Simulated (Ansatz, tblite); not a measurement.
# Al6P6 wurtzite hole sphere (Al6P6H18): rung by rung

The task here is to estimate one member of a computed series from the others.

Program: Ansatz 0.2.0, Gaussian basis. Level of theory: as each input shows. These are calculated values, not measurements.

Plan: GFN1-xTB, GFN2-xTB, PBE-D4/def2-TZVP, r2SCAN-D4/def2-TZVP, PBE-D4/def2-SVP, PBE0-D4/def2-SVP.

1 further run of the same task is left out (set aside as unsound or not needed).

## The structure

The geometry is that of the singlet, from an earlier relaxation (PBE-D4/def2-SVP).

30 atoms, charge 0, spin multiplicity 1.

Bond lengths: P1–Al2 2.434 Å, P1–Al7 2.434 Å, P1–H13 1.427 Å, P1–H14 1.432 Å, Al2–P4 2.362 Å, Al2–P5 2.434 Å, Al2–H15 1.596 Å, Al3–P4 2.434 Å, Al3–P8 2.434 Å, Al3–H16 1.616 Å, Al3–H17 1.601 Å, P4–Al6 2.434 Å, P4–H18 1.434 Å, P5–Al10 2.434 Å, P5–H19 1.432 Å, P5–H20 1.427 Å, Al6–P12 2.434 Å, Al6–H21 1.616 Å and more. Angles: Al2–P1–Al7 120.9°, Al2–P1–H13 107.9°, Al2–P1–H14 109.5°, Al7–P1–H13 107.8°, Al7–P1–H14 109.4°, H13–P1–H14 99.1°, P1–Al2–P4 104.7°, P1–Al2–P5 96.9°, P1–Al2–H15 112.1°, P4–Al2–P5 104.7°, P4–Al2–H15 123.0°, P5–Al2–H15 112.1°, P4–Al3–P8 97.9°, P4–Al3–H16 106.4°, P4–Al3–H17 110.9°, P8–Al3–H16 106.4°, P8–Al3–H17 110.9°, H16–Al3–H17 121.7° and more.

PBE0-D4/def2-TZVP was run before; its log isn't repeated, and its numbers join the tables.

The first run:

Tight binding, by tblite at 300 K electronic temperature and without a spin-polarisation term:

```python
tblite.interface.Calculator('GFN1-xTB', numbers, positions, charge=0, uhf=0).singlepoint()
```

Tight binding, by tblite at 300 K electronic temperature and without a spin-polarisation term:

```python
tblite.interface.Calculator('GFN2-xTB', numbers, positions, charge=0, uhf=0).singlepoint()
```

start.molden holds the orbitals of an earlier run on this state, given as this run's starting guess.

The input, in.yaml:

```yaml
crystal:
  periodic: [false, false, false]
  atoms:
    - {symbol: P, position_ang: [-0.002915, -2.104363, -1.874477]}
    - {symbol: Al, position_ang: [-2.119223, -1.222828, -1.055438]}
    - {symbol: Al, position_ang: [0.002371, -2.477104, 2.014805]}
    - {symbol: P, position_ang: [-1.834256, -1.058078, 1.283021]}
    - {symbol: P, position_ang: [-1.823633, 1.050406, -1.875062]}
    - {symbol: Al, position_ang: [-2.144607, 1.242235, 2.014149]}
    - {symbol: Al, position_ang: [2.116066, -1.223672, -1.061480]}
    - {symbol: P, position_ang: [1.837356, -1.058707, 1.277740]}
    - {symbol: P, position_ang: [1.819031, 1.049868, -1.879609]}
    - {symbol: Al, position_ang: [-0.001041, 2.444356, -1.061553]}
    - {symbol: Al, position_ang: [2.149491, 1.241423, 2.008674]}
    - {symbol: P, position_ang: [0.001661, 2.121713, 1.277778]}
    - {symbol: H, position_ang: [-0.001901, -3.514973, -1.656745]}
    - {symbol: H, position_ang: [-0.004826, -2.095392, -3.306582]}
    - {symbol: H, position_ang: [-3.372110, -1.946854, -1.728420]}
    - {symbol: H, position_ang: [0.001211, -3.764303, 1.037768]}
    - {symbol: H, position_ang: [0.005024, -2.630911, 3.608332]}
    - {symbol: H, position_ang: [-3.019093, -1.742461, 1.713429]}
    - {symbol: H, position_ang: [-1.815900, 1.043393, -3.307162]}
    - {symbol: H, position_ang: [-3.046037, 1.754713, -1.658606]}
    - {symbol: H, position_ang: [-3.259540, 1.883534, 1.035829]}
    - {symbol: H, position_ang: [-2.278144, 1.321153, 3.607478]}
    - {symbol: H, position_ang: [3.367110, -1.947678, -1.737910]}
    - {symbol: H, position_ang: [3.023461, -1.743961, 1.703239]}
    - {symbol: H, position_ang: [1.809718, 1.042034, -3.311690]}
    - {symbol: H, position_ang: [3.041580, 1.754453, -1.664821]}
    - {symbol: H, position_ang: [-0.002097, 3.889469, -1.738688]}
    - {symbol: H, position_ang: [2.286114, 1.319154, 3.601844]}
    - {symbol: H, position_ang: [3.263276, 1.882456, 1.028898]}
    - {symbol: H, position_ang: [0.001854, 3.490912, 1.705259]}
basis:
  gaussian: {orbitals: def2-TZVP, fitting: {mean_field: def2-universal-jkfit}, initial_orbitals: start.molden}
hamiltonian: {xc: pbe, dispersion: d4}
scf: {omitted_lower_state_checks: [starts]}
output: {orbitals: {seedname: orbitals}}
```

Started as:

```console
> ansatz run in.yaml --threads 2 --pin off --events-out ev --progress --plain --max-ram 32768MiB --backend cuda --devices 0, --max-vram 18GiB
```

Steps of the session up to this table: PBE-D4/def2-TZVP; r2SCAN-D4/def2-TZVP; PBE-D4/def2-SVP; PBE0-D4/def2-SVP.

One table of the session follows, with a row left open; its other results are not shown here.

It belongs to the step «Binding energy». 

| level | binding an atom (eV) |
| --- | --- |
| PBE-D4/def2-SVP | 2.885 |
| PBE-D4/def2-TZVP | 2.874 |
| r2SCAN-D4/def2-TZVP | ? |
| PBE0-D4/def2-SVP | 2.878 |
| PBE0-D4/def2-TZVP | 2.869 |

Estimate the missing values for r2SCAN-D4/def2-TZVP.

As computed: binding an atom (eV): 2.895. In the column «binding an atom (eV)» it is the highest.

To keep in mind: Free atoms were run apart at each level; binding is atoms less cluster, divided by the number of atoms, without zero-point or spin-orbit terms.
